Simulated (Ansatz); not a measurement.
# SrTiO3: the cost of one run

Method: DFT PBEsol, scalar-relativistic, in Ansatz 0.2.0.

## 1. The starting structure

It takes space group Pm-3m (No. 221, cubic). Conventional cell: a = 3.905 Å, b = 3.905 Å, c = 3.905 Å, α = 90.00°, β = 90.00°, γ = 90.00°. Sr (site symmetry m-3m) is surrounded by 12 O at 2.76 Å. Around Ti (site symmetry m-3m) lie 6 O at 1.95 Å. O (site symmetry 4/mmm) has 2 Ti at 1.95 Å and 4 Sr at 2.76 Å as nearest neighbours.

Coordinates:

```
CELL_PARAMETERS angstrom
3.90500 0.00000 0.00000
0.00000 3.90500 0.00000
0.00000 0.00000 3.90500
ATOMIC_POSITIONS crystal
Sr 0.00000 0.00000 0.00000
Ti 0.50000 0.50000 0.50000
O 0.00000 0.50000 0.50000
O 0.50000 0.00000 0.50000
O 0.50000 0.50000 0.00000
```

Atoms are numbered in the order of the input: Sr1, Ti2, O3, O4, O5.

## 2. The deformed structure

Space group Pm-3m before, R-3m after.

## 3. All-electron LAPW

input.yaml reads:

```yaml
crystal:
  lattice:
    - [3.905, -0.03905, -0.03905]
    - [-0.03905, 3.905, -0.03905]
    - [-0.03905, -0.03905, 3.905]
  atoms:
    - { symbol: Sr, position: [0.0, 0.0, 0.0] }
    - { symbol: Ti, position: [0.5, 0.5, 0.5] }
    - { symbol: O, position: [0.0, 0.5, 0.5] }
    - { symbol: O, position: [0.5, 0.0, 0.5] }
    - { symbol: O, position: [0.5, 0.5, 0.0] }
kpoints:
  mp_grid: { grid: [7, 7, 7] }
  band_path:
    path:
      - [0.0, 0.0, 0.0]
      - [0.5, 0.0, 0.0]
      - [0.5, -0.5, 0.5]
      - [0.4804921086, -0.5195078914, 0.4804921086]
      - [0.4804921086, 0.4804921086, 0.4804921086]
      - [0.0, 0.0, 0.0]
      - [0.5, -0.5, 0.0]
    npoints: 5
scf:
  occupations: { method: fermi_dirac, width: 0.05 }
hamiltonian:
  xc: pbesol
  pseudopotentials: { kind: all_electron, lapw: { basis_error: 0.001 } }
output:
  forces: true
  stress: true
  eigenvalues: true
```

On the command line:

```sh
ansatz run input.yaml --threads 2 --pin off --max-ram 8192MiB --backend cpu --events-out ev --progress --plain --runs-dir out
```

Q: Estimate wall time and peak memory on 2 threads of Intel Xeon Platinum 8488C (Sapphire Rapids), shared host.

About 25 s, with a peak of 0.69 GiB.
